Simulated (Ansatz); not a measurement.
# LaTl3: the cost of one run

Program: Ansatz 0.2.0. Level of theory: DFT PBEsol, scalar-relativistic. These are calculated values, not measurements.

## 1. The system as given

The structure is cubic, space group Pm-3m (No. 221). Conventional cell: a = 4.799 Å, b = 4.799 Å, c = 4.799 Å, α = 90.00°, β = 90.00°, γ = 90.00°. Around La (site symmetry m-3m) lie 12 Tl at 3.39 Å. Tl (site symmetry 4/mmm) has 4 La at 3.39 Å and 8 Tl at 3.39 Å as nearest neighbours.

As a file:

```cif
data_structure
_symmetry_space_group_name_H-M 'P 1'
_symmetry_Int_Tables_number 1
_cell_length_a 4.7990
_cell_length_b 4.7990
_cell_length_c 4.7990
_cell_angle_alpha 90.000
_cell_angle_beta 90.000
_cell_angle_gamma 90.000
_cell_volume 110.52
loop_
_atom_site_label
_atom_site_type_symbol
_atom_site_fract_x
_atom_site_fract_y
_atom_site_fract_z
_atom_site_occupancy
La1 La 0.00000 0.00000 0.00000 1
Tl1 Tl 0.00000 0.50000 0.50000 1
Tl2 Tl 0.50000 0.00000 0.50000 1
Tl3 Tl 0.50000 0.50000 0.00000 1
```

Atoms are numbered in the order of the input: La1, Tl2, Tl3, Tl4.

## 2. Volume × 0.94, LAPW

input.yaml

```yaml
crystal:
  lattice:
    - [4.7010337357, 0.0, 0.0]
    - [0.0, 4.7010337357, 0.0]
    - [0.0, 0.0, 4.7010337357]
  atoms:
    - { symbol: La, position: [0.0, 0.0, 0.0] }
    - { symbol: Tl, position: [0.0, 0.5, 0.5] }
    - { symbol: Tl, position: [0.5, 0.0, 0.5] }
    - { symbol: Tl, position: [0.5, 0.5, 0.0] }
kpoints:
  mp_grid: { grid: [8, 8, 8] }
  band_path:
    path:
      - [0.0, 0.0, 0.0]
      - [0.0, 0.5, 0.0]
      - [0.5, 0.5, 0.0]
      - [0.0, 0.0, 0.0]
      - [0.5, 0.5, 0.5]
      - [0.0, 0.5, 0.0]
      - [0.5, 0.5, 0.5]
      - [0.5, 0.5, 0.0]
    npoints: 5
scf:
  occupations: { method: fermi_dirac, width: 0.05 }
hamiltonian:
  xc: pbesol
  pseudopotentials: { kind: all_electron, lapw: { basis_error: 0.001 } }
output:
  forces: true
  stress: true
  eigenvalues: true
```

On the command line:

```
> ansatz run input.yaml --threads 1 --pin off --max-ram 4096MiB --backend cpu --events-out ev --progress --plain --runs-dir out
```

What time and memory should one allow on 1 thread of Arm Neoverse V2, shared host?

About 71 s, with a peak of 0.58 GiB.
